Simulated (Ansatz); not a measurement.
# CsVS3: the cost of one run

Program: Ansatz 0.2.0. Level of theory: DFT r2SCAN, scalar-relativistic, plane waves, PAW. These are calculated values, not measurements.

1 further run of the same task is left out (it didn't finish).

**1. Starting point**

The structure is cubic, space group Pm-3m (No. 221). Conventional cell: a = 4.865 Å, b = 4.865 Å, c = 4.865 Å, α = 90.00°, β = 90.00°, γ = 90.00°. Cs (site symmetry m-3m) is surrounded by 6 S at 2.43 Å. V (site symmetry m-3m) has 12 S at 3.44 Å in its first shell of neighbours. S (site symmetry 4/mmm) is surrounded by 2 Cs at 2.43 Å and 4 V at 3.44 Å.

As a file:

```cif
data_structure
_symmetry_space_group_name_H-M 'Pm-3m'
_symmetry_Int_Tables_number 221
_cell_length_a 4.8652
_cell_length_b 4.8652
_cell_length_c 4.8652
_cell_angle_alpha 90.000
_cell_angle_beta 90.000
_cell_angle_gamma 90.000
_cell_volume 115.16
loop_
_atom_site_label
_atom_site_type_symbol
_atom_site_symmetry_multiplicity
_atom_site_Wyckoff_symbol
_atom_site_fract_x
_atom_site_fract_y
_atom_site_fract_z
_atom_site_occupancy
Cs1 Cs 1 b 0.50000 0.50000 0.50000 1
V1 V 1 a 0.00000 0.00000 0.00000 1
S1 S 3 c 0.00000 0.50000 0.50000 1
```

(A quick probe on a coarse mesh, which set the mesh and smearing, is not shown.)

**3. A loose first relaxation**

Contents of input.yaml:

```yaml
crystal:
  lattice:
    - [4.86523802, 0.0, 0.0]
    - [0.0, 4.86523802, 0.0]
    - [0.0, 0.0, 4.86523802]
  atoms:
    - { symbol: Cs, position: [0.5, 0.5, 0.5] }
    - { symbol: V, position: [0.0, 0.0, 0.0], spin: 3.52 }
    - { symbol: S, position: [0.0, 0.5, 0.5] }
    - { symbol: S, position: [0.5, 0.0, 0.5] }
    - { symbol: S, position: [0.5, 0.5, 0.0] }
basis:
  ecutwfc: 500
kpoints:
  mp_grid: { grid: [4, 4, 4] }
hamiltonian:
  xc: r2scan
scf:
  occupations: { method: gaussian, width: 0.1 }
  lower_state_search: "off"
output:
  forces: true
  stress: true
  eigenvalues: true
  populations: true
magnetization:
  spin_polarized: true
relax:
  adjacent_minimum: "off"
  f_tol: 0.04
  max_steps: 70
  cell: { stress_tol: 0.4 }
```

Command:

```
$ ansatz run input.yaml --threads 1 --pin off --max-ram 2560MiB --backend cpu --events-out ev --progress --plain --runs-dir out
```

What time and memory should one allow on 1 thread of Arm Neoverse V2, shared host?

About 2.7 min, with a peak of 0.92 GiB.
